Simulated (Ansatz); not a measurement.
# Te4Pt3 (R-3m) in Ansatz: further runs

Runs on Te4Pt3. Level: PBEsol+U. Tasks: band structure.

All numbers are computed with Ansatz 0.2.0; they aren't measurements. Logs are shortened: lines on timing, memory, paths and dates and some standing lists are left out, and cuts for length are marked.

## 1. Starting point

The structure is trigonal, space group R-3m (No. 166). Conventional cell: a = 3.988 Å, b = 3.988 Å, c = 35.390 Å, α = 90.00°, β = 90.00°, γ = 120.00°. Pt (site symmetry 3m) is surrounded by 3 Te at 2.64 Å and 3 Pt at 2.73 Å. Around Pt (site symmetry -3m) lie 6 Te at 2.67 Å. Te (site symmetry 3m) is surrounded by 3 Pt at 2.67 Å. Te (site symmetry 3m) is surrounded by 3 Pt at 2.64 Å.

## 2. Band structure, PBEsol+U

input.yaml reads:

```yaml
crystal:
  lattice:
    - [1.994, 1.1512364368, 11.7966666667]
    - [-1.994, 1.1512364368, 11.7966666667]
    - [0.0, -2.3024728735, 11.7966666667]
  atoms:
    - { symbol: Pt, position: [0.854, 0.854, 0.854] }
    - { symbol: Pt, position: [0.146, 0.146, 0.146] }
    - { symbol: Pt, position: [0.0, 0.0, 0.0] }
    - { symbol: Te, position: [0.705, 0.705, 0.705] }
    - { symbol: Te, position: [0.295, 0.295, 0.295] }
    - { symbol: Te, position: [0.557, 0.557, 0.557] }
    - { symbol: Te, position: [0.443, 0.443, 0.443] }
hamiltonian:
  xc: pbesol
  pseudopotentials: { kind: paw }
  hubbard: { sites: [{ species: Pt, l: d, u_eff: 6.0 }] }
kpoints:
  mp_grid: { grid: [8, 8, 8] }
  band_path:
    path:
      - [[0.0, 0.0, 0.0], [0.5, 0.0, 0.0], [0.5, 0.1730158692, -0.1730158692]]
      - [[0.8269841308, 0.5, 0.1730158692], [0.5, 0.5, 0.5], [0.0, 0.0, 0.0], [0.3365079346, 0.0, -0.3365079346]]
      - [[0.6634920654, 0.3365079346, 0.0], [0.5, 0.5, 0.0], [0.6634920654, 0.6634920654, 0.1730158692], [0.5, 0.5, 0.5]]
      - [[0.5, 0.0, 0.0], [0.8269841308, 0.3365079346, 0.3365079346]]
    npoints: 10
scf:
  occupations: { method: fermi_dirac, width: 0.05 }
  n_extra_bands: 17
output:
  forces: true
  stress: true
  eigenvalues: true
  fatbands: false
```

Potentials or basis: Ansatz PAW.

Run with:

```
$ ansatz run input.yaml --threads 4 --pin off --max-ram 11264MiB --backend cpu --events-out ev --progress --plain --runs-dir out
```

Log:

```text
Warning: RAYON_NUM_THREADS=4 ignored (pool sized by the plan → 4); use --threads N
basis.fft_grid_basis auto: the FFT boxes are laid along the combinations [[1, 0, -1], [0, 1, -1], [0, 0, 1]] of the cell's own vectors, 3.988, 3.988 and 12.019 Å long. The dense box has 27×27×81 points. Along the cell's own vectors, as sized, it would have 81×81×81, 9.00 times as many. Of the 12 symmetry operations that the crystal satisfies within crystal.symmetry.tolerance (time reversal apart; of a slab, those that keep its plane) the dense box along the cell's own vectors carries 12, and the one as laid loses 8 of those. basis.fft_grid_basis: typed keeps the cell's own vectors: state it where this run's energies or levels are differenced outside the engine with another run's, or held beside a run that keeps those vectors.
Pt: projections on atomic orbitals take those of the free atom [Kr 4d10 4f14] 5s2 5p6 5d9 6s1, of charge +0.00 (hamiltonian.pseudopotentials.projection_atoms); the dataset's partial waves leave at most 9.1e-5 of an orbital's norm unspanned inside its sphere
Te: projections on atomic orbitals take those of the free atom [Kr] 4d10 5s2 5p4, of charge +0.00 (hamiltonian.pseudopotentials.projection_atoms); the dataset's partial waves leave at most 7.8e-6 of an orbital's norm unspanned inside its sphere
scf.n_extra_bands = 17 over 59 filled bands (N_el = 118.0): the run solves 76 bands
Engine: ansatz 0.2.0, aarch64-unknown-linux-gnu
Pseudopotentials: kind: paw
Pseudopotential: Pt, paw, valence charge 18, recommended cutoff 420 eV (normal), Pt.paw.azcp
Pseudopotential: Te, paw, valence charge 16, recommended cutoff 420 eV (normal), Te.paw.azcp
Functional definition: PBEsol
  exchange = pbesol_x
  correlation = pbesol_c
Crystal: 7 atoms, lattice volume = 162.480 Å³
Basis set: ecut = 420 eV, 3183 PW (Γ), FFT grids on a1−a3, a2−a3, a3, exchange–correlation on 54×54×162 points (8 copies of the dense FFT grid, shifted against one another)
Bands: 76, of which v1, the nominal top of the filled ones, is band 59 counted from 1 (58 counted from 0)
[... 45 lines left out ...]
  E_paw        = -46292.814297  (= ΣΔE_a)
  E_vpaw       = -2401.154997  (= ΣTr[D̂ρ^β])
  E_aug_tail   = -0.000150  (compensation charges beyond the density's cutoff)
  E_ewald      = -13603.009567
  E_core_change = 2.360204  (= ΣΔE_core)
  E_smearing   = -0.021415  (= −TS)
  E_closure    = 0.000000  (closes the sum)
  Σ components = -64753.278990   (vs F -64753.278990, Δ=0.00e0)
--- Forces (eV/Å), atoms counted from 1 ---
  atom   1  Pt     0.00000000     0.00000000     0.27354344
  atom   2  Pt     0.00000000    -0.00000000    -0.27354344
  atom   3  Pt     0.00000000     0.00000000     0.00000000
  atom   4  Te     0.00000000     0.00000000     0.31644357
  atom   5  Te     0.00000000    -0.00000000    -0.31644357
  atom   6  Te     0.00000000    -0.00000000    -0.47831868
  atom   7  Te     0.00000000     0.00000000     0.47831868
  max |Σ_I F_I| component: 1.67e-16 eV/Å
--- Stress (GPa, compression-positive) ---
       -0.334310       0.000000       0.000000
        0.000000      -0.334310      -0.000000
        0.000000      -0.000000      -2.100319
  P = ⅓ Tr σ = -0.9230 GPa (-9.230 kbar)
--- Band table (eV; the first three rows and the last of 65) ---
  k-point 0: bands = ["-83.8633", "-82.9741", "-82.9526", "-38.1655", "-38.1655", "-38.0768", "-37.3410", "-37.3410", "-37.2084", "-37.2084", "-37.2016", "-37.1021", "-23.4781", "-23.4781", "-23.4730", "-23.4722", "-23.4664", "-23.4664", "-23.4591", "-23.4591", "-23.4524", "-23.4524", "-23.4144", "-23.4144", "-23.4142", "-23.4142", "-23.3957", "-23.3957", "-23.3951", "-23.3951", "-23.3891", "-23.3872", "0.1915", "1.2606", "1.4590", "2.9625", "6.6872", "7.2918", "7.2918", "7.7354", "7.7675", "7.7675", "7.8198", "7.8198", "8.2924", "8.4482", "8.4482", "10.1108", "10.1108", "10.3851", "10.3851", "10.7548", "11.7319", "11.7866", "13.3575", "13.3575", "14.4443", "14.4443", "15.1458", "15.8682", "15.8682", "15.8826", "15.8826", "16.3031", "17.3832", "19.0276", "19.1329", "19.8246", "20.0164", "20.0164", "20.8729", "20.8729", "22.1276", "22.1276", "22.2418", "22.7662"]
  k-point 1: bands = ["-83.8633", "-82.9737", "-82.9538", "-38.1661", "-38.1657", "-38.0768", "-37.3434", "-37.3415", "-37.2339", "-37.2063", "-37.1766", "-37.1018", "-23.4777", "-23.4770", "-23.4731", "-23.4723", "-23.4674", "-23.4668", "-23.4581", "-23.4580", "-23.4526", "-23.4519", "-23.4145", "-23.4142", "-23.4140", "-23.4138", "-23.3958", "-23.3954", "-23.3953", "-23.3949", "-23.3888", "-23.3869", "0.3606", "1.3309", "1.5997", "2.8945", "6.8170", "7.1877", "7.4218", "7.6129", "7.7462", "7.8873", "8.0135", "8.0654", "8.2930", "8.3743", "8.4839", "9.6667", "9.9169", "10.3755", "10.4127", "10.6432", "11.4650", "11.9149", "13.0733", "13.1087", "13.4970", "14.2110", "14.5987", "14.9249", "15.4941", "15.7982", "16.3654", "16.8553", "18.1878", "18.7193", "19.6408", "19.7990", "20.1264", "20.2646", "20.9210", "21.1536", "21.4268", "21.4533", "22.5707", "22.7087"]
  k-point 2: bands = ["-83.8633", "-82.9727", "-82.9571", "-38.1676", "-38.1661", "-38.0767", "-37.3489", "-37.3420", "-37.2600", "-37.2013", "-37.1515", "-37.1020", "-23.4765", "-23.4755", "-23.4736", "-23.4715", "-23.4687", "-23.4678", "-23.4562", "-23.4554", "-23.4533", "-23.4509", "-23.4145", "-23.4142", "-23.4129", "-23.4126", "-23.3961", "-23.3957", "-23.3947", "-23.3943", "-23.3881", "-23.3861", "0.8274", "1.5521", "1.9221", "2.7396", "6.8959", "7.1636", "7.6160", "7.7552", "7.8645", "7.8940", "8.1529", "8.2428", "8.3069", "8.4920", "8.6955", "9.4972", "9.7046", "10.0026", "10.2297", "10.2508", "10.8586", "11.6098", "12.0585", "12.4291", "12.5305", "13.7783", "13.8557", "14.3844", "15.0187", "15.4335", "16.0948", "17.0132", "18.0807", "18.8270", "19.3313", "19.5649", "20.7698", "20.8375", "21.2667", "21.7960", "21.8815", "22.1901", "23.0473", "23.1448"]
  k-point 64: bands = ["-83.8633", "-82.9741", "-82.9526", "-38.1655", "-38.1655", "-38.0768", "-37.3410", "-37.3410", "-37.2085", "-37.2085", "-37.2016", "-37.1021", "-23.4781", "-23.4781", "-23.4730", "-23.4722", "-23.4664", "-23.4664", "-23.4591", "-23.4591", "-23.4524", "-23.4524", "-23.4146", "-23.4146", "-23.4141", "-23.4141", "-23.3958", "-23.3958", "-23.3951", "-23.3951", "-23.3891", "-23.3872", "0.2317", "0.9515", "1.9105", "2.7258", "6.8736", "7.2916", "7.2916", "7.7691", "7.7691", "7.8187", "7.8187", "7.9034", "7.9987", "8.4481", "8.4481", "10.1125", "10.1125", "10.3834", "10.3834", "10.7103", "10.9931", "13.3191", "13.3191", "13.3671", "13.8482", "14.7687", "14.7687", "15.1057", "15.1057", "16.4162", "16.4162", "17.0152", "17.4116", "18.3983", "19.7979", "19.8627", "19.8627", "19.8737", "20.9101", "20.9101", "21.7027", "21.8627", "21.9277", "21.9277"]
Occupation matrices written to <dir>
```

bands.tsv:

```text
[... 118 lines left out ...]
```

occupation_matrices:

```text
# The occupation matrices of the corrected shells as a run of Ansatz 0.0.0 ended. An entry of
# hamiltonian.hubbard.sites starts from them by `starting_ns: <path of this file>`, where that key's refused
# combinations let it.
# Free energy -64753.278990 eV.
# projection_atom_Pt: [Kr 4d10 4f14] 5s2 5p6 5d9 6s1
# projection_atom_Te: [Kr] 4d10 5s2 5p4
[... 36 lines left out ...]
  site2_d:
    matrix:
      - [0.97911173358128, -1.0842021724855044e-19, -2.4210169459470965e-13, 1.9350731954304035e-13, 1.0842021724855044e-19]
      - [-1.0842021724855044e-19, 0.8801855173265146, 0.0, 5.421010862427522e-20, 0.07904970935872802]
      - [-2.4210147775427515e-13, 0.0, 0.8801855173260684, 0.07904970935862049, 8.131516293641283e-20]
      - [1.9350797006434384e-13, -5.421010862427522e-20, 0.07904970935862049, 0.9183096821636848, 0.0]
      - [0.0, 0.07904970935872802, -2.710505431213761e-20, 0.0, 0.9183096821632379]
```

Wall time 28 s (4 threads of Arm Neoverse V1, shared host); peak memory 1.4 GiB.

What came out:

| Quantity | Value |
| --- | --- |
| Free energy | -64753.2790 eV |
| Pressure | -0.9 GPa |
| Largest force | 0.478 eV/Å |
| Band gap on the k mesh | none (metal or under the smearing width) |

Forces on the atoms (eV/Å):
```
Pt   0.000  0.000  0.274
Pt   0.000  0.000 -0.274
Pt   0.000  0.000  0.000
Te   0.000  0.000  0.316
Te   0.000  0.000 -0.316
Te   0.000  0.000 -0.478
Te   0.000  0.000  0.478
```

Levels at the corners of the path, in eV from the Fermi level:
```tsv
point	band 56	band 57	band 58	band 59	band 60	band 61	band 62	band 63
Γ	-0.45	0.64	0.64	1.34	2.06	2.06	2.07	2.07
L	-2.75	-2.49	-1.31	-0.82	-0.49	0.83	1.61	1.74
B1	-2.67	-2.56	-1.56	-1.21	-0.82	0.37	1.30	2.10
B	-2.67	-2.56	-1.56	-1.21	-0.82	0.37	1.30	2.10
Z	-0.44	0.04	0.96	0.96	1.30	1.30	2.61	2.61
Γ	-0.45	0.64	0.64	1.34	2.06	2.06	2.07	2.07
X	-2.81	-2.37	-1.71	-1.01	-1.00	0.40	1.33	2.08
Q	-2.81	-2.37	-1.71	-1.01	-1.00	0.40	1.33	2.08
F	-2.66	-2.37	-1.90	-0.96	0.27	0.69	1.36	2.65
P1	-2.62	-2.55	-1.68	-1.04	0.17	0.83	1.16	2.52
Z	-0.44	0.04	0.96	0.96	1.30	1.30	2.61	2.61
L	-2.75	-2.49	-1.31	-0.82	-0.49	0.83	1.61	1.74
P	-2.62	-2.55	-1.68	-1.04	0.17	0.83	1.16	2.52
```

Eigenvalues of the final occupation matrices:
```
  site  spin  trace               eigenvalues
site 1     1   4.61  0.84 0.84 0.98 0.98 0.98
site 2     1   4.61  0.84 0.84 0.98 0.98 0.98
site 3     1   4.58  0.82 0.82 0.98 0.98 0.98
```

Caveat: spin-orbit coupling is left out, which moves the levels of the heavy elements; U without spin polarisation on a metal has little footing; the PAW data sets come from PBE, with cores solved anew for the run's functional, which leaves a small shift of forces and pressure; the U is typed as a test and isn't derived for this compound.

## 3. Band structure, PBEsol+U

Edit input.yaml of step 2 so:

```diff
@@ -16,3 +16,3 @@
   pseudopotentials: { kind: paw }
-  hubbard: { sites: [{ species: Pt, l: d, u_eff: 6.0 }] }
+  hubbard: { sites: [{ species: Pt, l: d, u_eff: 8.0 }] }
 kpoints:
```

Potentials or basis: Ansatz PAW.

Run with:

```
$ ansatz run input.yaml --threads 4 --pin off --max-ram 11264MiB --backend cpu --events-out ev --progress --plain --runs-dir out
```

Log:

```text
Warning: RAYON_NUM_THREADS=4 ignored (pool sized by the plan → 4); use --threads N
[... 85 lines left out ...]
  k-point 64: bands = ["-83.4793", "-82.5525", "-82.5307", "-37.8085", "-37.8085", "-37.7214", "-36.9451", "-36.9451", "-36.8128", "-36.8116", "-36.8116", "-36.7123", "-23.5821", "-23.5821", "-23.5783", "-23.5771", "-23.5690", "-23.5690", "-23.5586", "-23.5586", "-23.5516", "-23.5516", "-23.5243", "-23.5243", "-23.5236", "-23.5236", "-23.5055", "-23.5055", "-23.5046", "-23.5046", "-23.4986", "-23.4966", "0.1799", "0.9065", "1.8401", "2.6724", "6.3724", "6.7474", "6.7474", "7.1051", "7.1051", "7.3477", "7.3477", "7.3519", "7.6590", "7.8211", "7.8211", "9.6862", "9.6862", "9.7136", "9.7136", "10.4620", "10.5906", "13.2619", "13.2619", "13.3432", "13.7686", "14.6891", "14.6891", "14.9458", "14.9458", "16.2765", "16.2765", "16.9963", "17.3877", "18.3944", "19.7882", "19.8743", "19.8743", "19.8944", "20.9439", "20.9439", "21.6787", "21.8844", "21.9124", "21.9124"]
Occupation matrices written to <dir>
```

bands.tsv:

```text
[... 118 lines left out ...]
```

occupation_matrices:

```text
# The occupation matrices of the corrected shells as a run of Ansatz 0.0.0 ended. An entry of
# hamiltonian.hubbard.sites starts from them by `starting_ns: <path of this file>`, where that key's refused
# combinations let it.
# Free energy -64751.303796 eV.
# projection_atom_Pt: [Kr 4d10 4f14] 5s2 5p6 5d9 6s1
[... 35 lines left out ...]
      - [1.5454749025672898e-13, 0.0, 0.06312595894596497, 0.9261431270695366, 0.0]
      - [0.0, 0.06312595894602004, 0.0, 0.0, 0.9261431270691797]
  site2_d:
    matrix:
      - [0.980479568539825, 1.0842021724855044e-19, -2.1835311336815266e-13, 1.7508347202599417e-13, 1.0842021724855044e-19]
      - [0.0, 0.8912596383359519, 0.0, 2.710505431213761e-20, 0.07151913416891878]
      - [-2.1835311336815266e-13, 0.0, 0.8912596383355482, 0.07151913416882309, 0.0]
      - [1.7508271308447343e-13, 0.0, 0.07151913416882309, 0.9251990698398602, 0.0]
      - [1.0842021724855044e-19, 0.07151913416891878, 0.0, 0.0, 0.9251990698394559]
```

It took 28 s on 4 threads of Arm Neoverse V1, shared host; peak memory 1.4 GiB.

Results:

* Free energy: -64751.3038 eV
* Pressure: -0.6 GPa
* Largest force: 0.405 eV/Å
* Band gap on the k mesh: none (metal or under the smearing width)

Forces on the atoms (eV/Å):
```
Pt   0.000  0.000  0.346
Pt   0.000  0.000 -0.346
Pt   0.000  0.000  0.000
Te   0.000  0.000  0.405
Te   0.000  0.000 -0.405
Te   0.000  0.000 -0.387
Te   0.000  0.000  0.387
```

Stress tensor (GPa, compression positive):
```
 0.21  0.00  0.00
 0.00  0.21  0.00
 0.00  0.00 -2.13
```

Levels at the corners of the path, in eV from the Fermi level:
```
point  band 55  band 56  band 57  band 58  band 59  band 60  band 61  band 62  band 63  band 64
    Γ    -0.40    -0.40     0.64     0.64     1.38     2.02     2.02     2.07     2.07     2.61
    L    -3.24    -2.69    -2.44    -1.27    -0.78    -0.46     0.81     1.55     1.74     3.63
   B1    -3.01    -2.70    -2.66    -1.61    -1.22    -0.81     0.27     1.31     2.09     3.51
    B    -3.01    -2.70    -2.66    -1.61    -1.22    -0.81     0.27     1.31     2.09     3.51
    Z    -0.44    -0.36     0.07     0.99     0.99     1.25     1.25     2.58     2.58     3.30
    Γ    -0.40    -0.40     0.64     0.64     1.38     2.02     2.02     2.07     2.07     2.61
    X    -2.96    -2.88    -2.40    -1.79    -1.03    -0.98     0.30     1.34     2.07     3.50
    Q    -2.96    -2.88    -2.40    -1.79    -1.03    -0.98     0.30     1.34     2.07     3.50
    F    -3.12    -2.60    -2.37    -1.93    -0.90     0.33     0.61     1.34     2.63     2.90
   P1    -2.87    -2.58    -2.56    -1.68    -0.99     0.23     0.76     1.14     2.50     3.10
    Z    -0.44    -0.36     0.07     0.99     0.99     1.25     1.25     2.58     2.58     3.30
    L    -3.24    -2.69    -2.44    -1.27    -0.78    -0.46     0.81     1.55     1.74     3.63
    P    -2.87    -2.58    -2.56    -1.68    -0.99     0.23     0.76     1.14     2.50     3.10
```

Eigenvalues of the final occupation matrices:
```tsv
site	spin	trace	eigenvalues
site 1	1	4.65	0.85 0.85 0.98 0.98 0.98
site 2	1	4.65	0.85 0.85 0.98 0.98 0.98
site 3	1	4.61	0.83 0.83 0.98 0.98 0.98
```

Caveat: spin-orbit coupling is left out, which moves the levels of the heavy elements; U without spin polarisation on a metal has little footing; the PAW data sets come from PBE, with cores solved anew for the run's functional, which leaves a small shift of forces and pressure; the U is typed as a test and isn't derived for this compound.
